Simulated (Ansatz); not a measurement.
# FH5NSi2 radical: up Jacob's ladder to CCSD(T)

An exercise on one series of results from a longer session: the logs are not shown, and one member is left open.

Program: Ansatz 0.2.0, Gaussian basis. Level of theory: functionals in def2-TZVPP, the program's frozen cores in correlated methods. These are calculated values, not measurements.

The runs, in order: PBE-D4, r2SCAN-D4, PBE0-D4, B3LYP-D4, ωB97X-V, ωB97M-V, B2PLYP; CCSD(T)/def2-TZVPP; MP2/def2-QZVPP; extrapolation to the limit.

## The geometry

All runs share one geometry, relaxed beforehand with PBE0-D4 in a triple-zeta def2 set.

SMILES `N[Si](F)[SiH3]`, 9 atoms, charge 0, spin multiplicity 2.

Atoms are counted from 1 here; the program's logs count them from 0.

Bond lengths: N1–Si2 1.718 Å, N1–H5 1.008 Å, N1–H6 1.009 Å, Si2–F3 1.613 Å, Si2–Si4 2.366 Å, Si4–H7 1.490 Å, Si4–H8 1.486 Å, Si4–H9 1.490 Å. Angles: Si2–N1–H5 120.6°, Si2–N1–H6 120.0°, H5–N1–H6 111.6°, N1–Si2–F3 103.8°, N1–Si2–Si4 109.9°, F3–Si2–Si4 110.6°, Si2–Si4–H7 106.4°, Si2–Si4–H8 109.1°, Si2–Si4–H9 114.4°, H7–Si4–H8 108.5°, H7–Si4–H9 108.9°, H8–Si4–H9 109.4°.

Geometry (Å):

| atom | x (Å) | y (Å) | z (Å) |
| --- | --- | --- | --- |
| N1 | -0.4885 | 1.7304 | 0.2262 |
| Si2 | -0.0685 | 0.2644 | 1.0164 |
| F3 | 1.3434 | 0.5976 | 1.7211 |
| Si4 | 0.1851 | -1.4664 | -0.5763 |
| H5 | -1.3592 | 1.8111 | -0.2750 |
| H6 | -0.2028 | 2.6145 | 0.6195 |
| H7 | -1.1173 | -1.5760 | -1.2910 |
| H8 | 0.4432 | -2.7460 | 0.1344 |
| H9 | 1.2646 | -1.2296 | -1.5754 |

The first run:

Input file in.yaml:

```yaml
crystal:
  periodic: [false, false, false]
  atoms:
    - {symbol: N, position_ang: [-0.488480, 1.730398, 0.226173]}
    - {symbol: Si, position_ang: [-0.068509, 0.264447, 1.016376]}
    - {symbol: F, position_ang: [1.343371, 0.597634, 1.721124]}
    - {symbol: Si, position_ang: [0.185139, -1.466393, -0.576269]}
    - {symbol: H, position_ang: [-1.359187, 1.811090, -0.275002]}
    - {symbol: H, position_ang: [-0.202827, 2.614450, 0.619537]}
    - {symbol: H, position_ang: [-1.117305, -1.575998, -1.290970]}
    - {symbol: H, position_ang: [0.443222, -2.746029, 0.134393]}
    - {symbol: H, position_ang: [1.264586, -1.229609, -1.575371]}
basis:
  gaussian: {orbitals: def2-TZVPP}
magnetization: {spin_polarized: true, initial_magnetization: 1}
hamiltonian: {xc: pbe, dispersion: d4}
output: {forces: true, orbitals: {seedname: orbitals}}
```

On the command line:

```
> ansatz run in.yaml --threads 2 --pin off --events-out ev --progress --plain --max-ram 32768MiB --backend cpu
```

Among the steps run: PBE-D4 (GGA); r2SCAN-D4 (meta-GGA); PBE0-D4 (hybrid); B3LYP-D4 (hybrid); ωB97X-V (range-separated); ωB97M-V (range-separated); B2PLYP (double hybrid); CCSD(T) in def2-TZVPP; MP2 in def2-QZVPP.

One of the session's tables, all rows but one given; the rest of the session is left out.

| method | atomisation energy (kJ/mol) |
| --- | --- |
| PBE-D4 | 2929.3 |
| r2SCAN-D4 | ? |
| PBE0-D4 | 2878.4 |
| B3LYP-D4 | 2911.9 |
| ωB97X-V | 2926.9 |
| ωB97M-V | 2905.6 |
| B2PLYP | 2867.8 |
| HF/def2-TZVPP | 2092.3 |
| MP2/def2-TZVPP | 2835.5 |
| CCSD/def2-TZVPP | 2772.6 |
| CCSD(T)/def2-TZVPP | 2809.9 |
| MP2/CBS | 2932.5 |
| CCSD(T)/CBS | 2906.9 |

Q: Estimate the row for r2SCAN-D4 from the others.

**Answer.** atomisation energy (kJ/mol): 2908.0. In the column «atomisation energy (kJ/mol)» it lies between CCSD(T)/CBS (2906.9) and B3LYP-D4 (2911.9).
